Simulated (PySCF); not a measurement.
**WF3: quartet, from a PBE minimum start**

Aim: relax WF3 as a quartet from a PBE minimum start, check by its vibrations whether the end is a minimum, and collect its spectrum and constants.

Computed with PySCF 2.14.0. Level: PBE, basis W def2-SVP with ECP60, F def2-SVP, scalar-relativistic core potentials, no spin–orbit coupling, density fitting.

## 1. Where the work starts

4 atoms, charge 0, spin multiplicity 4.

Bond lengths: W1–F2 1.883 Å, W1–F3 1.883 Å, W1–F4 1.883 Å. Angles: F2–W1–F3 120.0°, F2–W1–F4 120.0°, F3–W1–F4 120.0°.

```xyz
4
charge 0 multiplicity 4
W     0.0000    0.0000    0.0000
F     1.8830    0.0000    0.0000
F    -0.9415    1.6307    0.0000
F    -0.9415   -1.6307    0.0000
```

## 2. The SCF at the typed geometry

One driver script runs all steps and calls PySCF; scf.py shows how it sets up the SCF of each step. The optimiser is the driver's own. After this first run the driver tries any further starts and a stability analysis.

Input file scf.py:

```python
from pyscf import gto, scf, dft
mol = gto.M(atom='''
W     -0.000000     0.000000    -0.000000
F      1.882961    -0.000019    -0.000001
F     -0.941464     1.630702    -0.000000
F     -0.941497    -1.630683     0.000001''',
    basis={'W': 'def2-SVP', 'F': 'def2-SVP'},
    ecp={'W': 'def2-SVP'},
    charge=0, spin=3)
mf = dft.UKS(mol, xc='PBE')
mf.grids.atom_grid = (50, 194)
aux = {'W': 'def2-universal-JKFIT', 'F': 'def2-universal-JKFIT'}
mf = mf.density_fit(auxbasis=aux)
mf.conv_tol = 1e-08
mf.diis_space = 10
mf.max_cycle = 60
mf.init_guess = 'minao'
mf.verbose = 4
mf.kernel()
```

Launch:

```sh
> OMP_NUM_THREADS=2 python axn.py task.json out
```

Further steps of the session: Relaxing the quartet from the PBE minimum start; Hessian and properties.

Before running it: what results should come out? Wanted: minimum; geometry; wavenumbers; dipole moment; highest occupied, lowest empty level; polar-tensor charge of W1; zero-point energy; atomisation energy; ⟨S²⟩.

The runs gave:

```
                                          quantity                                      value
                                           minimum                               quartet, D3h
                                          geometry        W–F 1.883 Å (×3); F–W–F 120.0° (×3)
                                wavenumbers (cm⁻¹)  152 (a2''), 158 (e'), 683 (a1'), 687 (e')
                                     dipole moment                                     0.00 D
highest occupied, lowest empty level (either spin)                            -4.87, -3.77 eV
                         polar-tensor charge of W1                                    +1.53 e
                                 zero-point energy                                15.1 kJ/mol
                               entropy at 298.15 K                            319.5 J/(mol K)
         atomisation energy (no zero-point energy)                                1789 kJ/mol
                                              ⟨S²⟩                                      3.756
```

What this shows: The molecule stays D3h, as typed, and the end point is a minimum. The strongest infrared band lies at 687 cm⁻¹ (e', stretch). W1 has a polar-tensor charge of +1.5 e (a dipole derivative, not a static charge), yet symmetry cancels the bond dipoles. Most of the spin sits on W1 (Mulliken spin 2.90, against 3 for the whole molecule). Only this shape and spin were tried, so other structures or states may lie lower. One determinant may miss the lowest occupation of an open d or f shell. With an element this heavy the missing spin–orbit coupling can shift these numbers.
